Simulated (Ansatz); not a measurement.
# BP: the cost of one run

Computed with Ansatz 0.2.0 (DFT LDA, scalar-relativistic, plane waves, PAW, unless a step's input says otherwise).

3 further runs of the same task are left out: 3 set aside as unsound or not needed.

## Step 1: The system as given

The structure is cubic, space group F-43m (No. 216). Conventional cell: a = 4.490 Å, b = 4.490 Å, c = 4.490 Å, α = 90.00°, β = 90.00°, γ = 90.00°. B (site symmetry -43m) has 4 P at 1.94 Å as nearest neighbours. P (site symmetry -43m) has 4 B at 1.94 Å as nearest neighbours.

Structure file:

```cif
data_structure
_symmetry_space_group_name_H-M 'P 1'
_symmetry_Int_Tables_number 1
_cell_length_a 3.1752
_cell_length_b 3.1752
_cell_length_c 3.1752
_cell_angle_alpha 60.000
_cell_angle_beta 60.000
_cell_angle_gamma 60.000
_cell_volume 22.64
loop_
_atom_site_label
_atom_site_type_symbol
_atom_site_fract_x
_atom_site_fract_y
_atom_site_fract_z
_atom_site_occupancy
B1 B 0.00000 0.00000 0.00000 1
P1 P 0.75000 0.75000 0.75000 1
```

It is the result of an earlier relaxation at this level (volume 11.32 Å³/atom; gap on the mesh: 1.15 eV).

## Step 2: The cell under 5 GPa

What is minimised here is the enthalpy; the energy can go up as the cell is squeezed.

The input, input.yaml:

```yaml
crystal:
  lattice:
    - [0.0, 2.2452319364, 2.2452319364]
    - [2.2452319364, 0.0, 2.2452319364]
    - [2.2452319364, 2.2452319364, 0.0]
  atoms:
    - { symbol: B, position: [0.0, 0.0, 0.0] }
    - { symbol: P, position: [0.75, 0.75, 0.75] }
basis:
  ecutwfc: 420
kpoints:
  mp_grid: { grid: [10, 10, 10] }
hamiltonian:
  xc: lda
scf:
  occupations: { method: fixed }
output:
  forces: true
  stress: true
  eigenvalues: true
relax:
  adjacent_minimum: "off"
  f_tol: 0.001
  max_steps: 60
  cell: { stress_tol: 0.02, p_target: 5.0 }
```

Started as:

```console
> ansatz run input.yaml --threads 1 --pin off --max-ram 3072MiB --backend cpu --events-out ev --progress --plain --runs-dir out
```

Q: Estimate wall time and peak memory on 1 thread of Intel Xeon Platinum 8488C (Sapphire Rapids), shared host.

About 8.7 s, with a peak of 0.34 GiB.
